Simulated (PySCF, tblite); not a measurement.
# C₆H₁₃FOSi₂: geometry, infrared bands and NMR shifts

What infrared bands and NMR shifts should C₆H₁₃FOSi₂ (`C[SiH2]C(=O)[C@@H]1CC[SiH2][C@H]1F`) show?

Computed with tblite 0.8.0 and PySCF 2.14.0, with density-fitted response routines of our own, on a single molecule in the gas phase. Atoms count from 0, in the outputs and in this text.

## 1. The starting structure

23 atoms, charge 0, multiplicity 1; geometry from: force field or distance geometry start.

Bonds of the start (Å): C0–Si1 1.86, Si1–C2 1.87, C2–O3 1.24, C2–C4 1.53, C4–C5 1.54, C5–C6 1.54, C6–Si7 1.91, Si7–C8 1.90, C8–F9 1.37, C8–C4 1.54, C0–H10 1.08, C0–H11 1.09, C0–H12 1.09, Si1–H13 1.49, Si1–H14 1.49, C4–H15 1.10, C5–H16 1.10, C5–H17 1.10, C6–H18 1.09, C6–H19 1.09, Si7–H20 1.49, Si7–H21 1.49, C8–H22 1.10.

## 2. Optimising the geometry with GFN2-xTB

What the job is given:

```
{"job": {"kind": "relax", "xc": "GFN2-xTB", "basis": "xTB"}, "charge": 0, "multiplicity": 1}
C      3.749500    -0.204900    -0.514600
Si     2.372700     0.218800     0.656400
C      0.713500     0.432300    -0.189900
O      0.715000     0.506800    -1.425200
C     -0.550700     0.509400     0.664500
C     -1.159800    -0.889900     0.902400
C     -1.902900    -1.346800    -0.366500
Si    -2.720100     0.237500    -1.053400
C     -1.622400     1.389100    -0.011700
F     -2.414700     1.920800     0.977200
H      4.687900    -0.333600     0.012000
H      3.872800     0.587400    -1.254300
H      3.522400    -1.129700    -1.041000
H      2.734800     1.451700     1.410300
H      2.268900    -0.855400     1.689200
H     -0.285600     0.967600     1.631400
H     -0.393300    -1.624700     1.184100
H     -1.864000    -0.832800     1.742700
H     -1.198400    -1.735900    -1.097900
H     -2.636700    -2.122300    -0.128900
H     -2.521100     0.359100    -2.520300
H     -4.162100     0.297300    -0.667800
H     -1.210300     2.225300    -0.588800
```

Run with:

```
> OMP_NUM_THREADS=1 python probes_run.py task.json out
```

One launch serves the whole session: the jobs run in the order shown.

**Question.** This job is followed by: GFN2-xTB harmonic vibrations, gas phase; GIAO PBE0/pcSseg-1 NMR shielding, non-relativistic, gas phase. Predict these results of the whole session: strongest single infrared mode (GFN2-xTB); zero-point energy (GFN2-xTB); ¹³C shifts against TMS (PBE0/pcSseg-1); ¹H shifts against TMS (PBE0/pcSseg-1, means over atoms taken as alike); ²⁹Si shifts against TMS (PBE0/pcSseg-1); ¹⁷O shifts against H2O (PBE0/pcSseg-1); ¹⁹F shifts against CFCl3 (PBE0/pcSseg-1); surface potential, 1st and 99th percentile.

As calculated:

| quantity | value |
| --- | --- |
| strongest single infrared mode (GFN2-xTB) | 2225 cm⁻¹, 392 km/mol |
| zero-point energy (GFN2-xTB) | 107.3 kcal/mol |
| ¹³C shifts against TMS (PBE0/pcSseg-1) | 258.2, 91.5, 68.4, 26.7, 5.6, -10.3 ppm |
| ¹H shifts against TMS (PBE0/pcSseg-1, means over atoms taken as alike) | 4.91, 4.68, 4.54, 4.33, 4.25, 3.84, 2.14, 2.03, 0.97, 0.26, 0.19 ppm |
| ²⁹Si shifts against TMS (PBE0/pcSseg-1) | -27.0, -63.4 ppm |
| ¹⁷O shifts against H2O (PBE0/pcSseg-1) | 805.3 ppm |
| ¹⁹F shifts against CFCl3 (PBE0/pcSseg-1) | -256.4 ppm |
| surface potential, 1st and 99th percentile | -1.21 V and 1.21 V |

Over 94 steps the energy fell by 0.313 eV; of the close pairs, Si1–C2 changed most, 1.875 to 1.923 Å. All 63 modes are real, so the xTB geometry is a minimum. Unscaled tight-binding wavenumbers are off by several per cent, some by more. Its intensities can rank the bands wrongly. H22 (hydrogen on an sp3 CH bonded to F and Si) lies farthest downfield among hydrogen, at 4.91 ppm; its carbon carries F, hence the downfield position. At PBE0/pcSseg-1: Shielding is most anisotropic at O3 (span 1681 ppm, paramagnetic term -874 ppm). By nearest atom (PBE0/pcSseg-1), the HOMO sits on O3 41 %; C2, C4 about 12 % each and the LUMO on C2 45 %; O3 28 %.
